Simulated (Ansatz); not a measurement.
# C4H6F4: a ladder of functionals and wavefunction methods

An exercise on one series of results from a longer session: the logs are not shown, and one member is left open.

Program: Ansatz 0.2.0, Gaussian basis. Level of theory: functionals in def2-TZVPP, the program's frozen cores in correlated methods. These are calculated values, not measurements.

Levels to be run: LDA (SPW92), PBE-D4, revPBE-D4, BLYP-D4, r2SCAN-D4, B97M-V, PBE0-D4, B3LYP-D4, r2SCANh-D4, r2SCAN0-D4, HSE06-D4, BHLYP-D4, CAM-B3LYP-D4, LC-ωPBE, ωB97X-V, ωB97M-V, B2PLYP, PBE-QIDH; CCSD(T)/def2-SVP; CCSD(T)/def2-TZVPP; MP2/def2-QZVPP; extrapolation to the limit; RPA on PBE.

## The relaxed structure

The geometry comes from an earlier relaxation with PBE0-D4 in a triple-zeta def2 set; it is a stationary point, not always the lowest conformer.

SMILES `FCC(F)(CF)CF`, 14 atoms, charge 0, spin multiplicity 1.

Atoms are counted from 1 here; the program's logs count them from 0.

Bond lengths: F1–C2 1.376 Å, C2–C3 1.513 Å, C2–H9 1.091 Å, C2–H10 1.093 Å, C3–F4 1.388 Å, C3–C5 1.522 Å, C3–C7 1.512 Å, C5–F6 1.379 Å, C5–H11 1.091 Å, C5–H12 1.094 Å, C7–F8 1.378 Å, C7–H13 1.093 Å, C7–H14 1.093 Å. Angles: F1–C2–C3 110.1°, F1–C2–H9 108.7°, F1–C2–H10 108.5°, C3–C2–H9 109.6°, C3–C2–H10 110.0°, H9–C2–H10 109.9°, C2–C3–F4 108.4°, C2–C3–C5 112.3°, C2–C3–C7 111.4°, F4–C3–C5 105.2°, F4–C3–C7 108.9°, C5–C3–C7 110.3°, C3–C5–F6 109.8°, C3–C5–H11 109.3°, C3–C5–H12 110.1°, F6–C5–H11 109.1°, F6–C5–H12 108.7°, H11–C5–H12 109.8° and more.

Set-up of the first run:

in.yaml reads:

```yaml
crystal:
  periodic: [false, false, false]
  atoms:
    - {symbol: F, position_ang: [-2.037479, -0.086939, 1.212151]}
    - {symbol: C, position_ang: [-0.809263, -0.665923, 0.987120]}
    - {symbol: C, position_ang: [-0.205304, -0.123049, -0.289250]}
    - {symbol: F, position_ang: [-1.001385, -0.519821, -1.355238]}
    - {symbol: C, position_ang: [-0.213007, 1.398569, -0.331268]}
    - {symbol: F, position_ang: [0.521338, 1.898973, 0.722885]}
    - {symbol: C, position_ang: [1.196555, -0.647060, -0.502760]}
    - {symbol: F, position_ang: [1.262707, -2.003276, -0.270031]}
    - {symbol: H, position_ang: [-0.942857, -1.745127, 0.899427]}
    - {symbol: H, position_ang: [-0.157338, -0.438935, 1.834761]}
    - {symbol: H, position_ang: [-1.240296, 1.756508, -0.251528]}
    - {symbol: H, position_ang: [0.231053, 1.751345, -1.266347]}
    - {symbol: H, position_ang: [1.493313, -0.460088, -1.538433]}
    - {symbol: H, position_ang: [1.889064, -0.144377, 0.177412]}
basis:
  gaussian: {orbitals: def2-TZVPP}
hamiltonian: {xc: lda}
output: {orbitals: {seedname: orbitals}}
```

Launch:

```console
$ ansatz run in.yaml --threads 2 --pin off --events-out ev --progress --plain --max-ram 32768MiB --backend cuda --devices 0, --max-vram 18GiB
```

Among the steps run: LDA; PBE-D4 (GGA); revPBE-D4 (GGA); BLYP-D4 (GGA); r2SCAN-D4 (meta-GGA); B97M-V (meta-GGA); B3LYP-D4 (hybrid); r2SCANh-D4 (hybrid); r2SCAN0-D4 (hybrid); HSE06-D4 (hybrid); BHLYP-D4 (hybrid); CAM-B3LYP-D4 (range-separated); LC-ωPBE (range-separated); ωB97X-V (range-separated); ωB97M-V (range-separated); B2PLYP (double hybrid); PBE-QIDH (double hybrid).

One of the session's tables, all rows but one given; the rest of the session is left out.

It belongs to the step «Frontier levels by functional». 

```
  functional  HOMO (eV)  LUMO (eV)  gap (eV)
 LDA (SPW92)      -8.00      -0.43      7.56
      PBE-D4          ?          ?         ?
   revPBE-D4      -7.73       0.04      7.77
     BLYP-D4      -7.78      -0.02      7.77
   r2SCAN-D4      -8.19       0.34      8.53
      B97M-V      -8.38       0.24      8.63
     PBE0-D4      -9.53       0.99     10.51
    B3LYP-D4      -9.33       0.67      9.99
  r2SCANh-D4      -8.83       0.72      9.55
  r2SCAN0-D4      -9.78       1.27     11.05
    HSE06-D4      -9.12       0.60      9.72
    BHLYP-D4     -11.21       1.88     13.09
CAM-B3LYP-D4     -11.07       1.96     13.02
     LC-ωPBE     -12.32       3.31     15.63
     ωB97X-V     -12.01       3.13     15.14
     ωB97M-V     -11.92       2.76     14.68
```

Q: Estimate the row for PBE-D4 from the others.

The run gave: HOMO (eV): -7.81; LUMO (eV): -0.10; gap (eV): 7.71. In the column «HOMO (eV)» it lies between LDA (SPW92) (-8.00) and BLYP-D4 (-7.78).
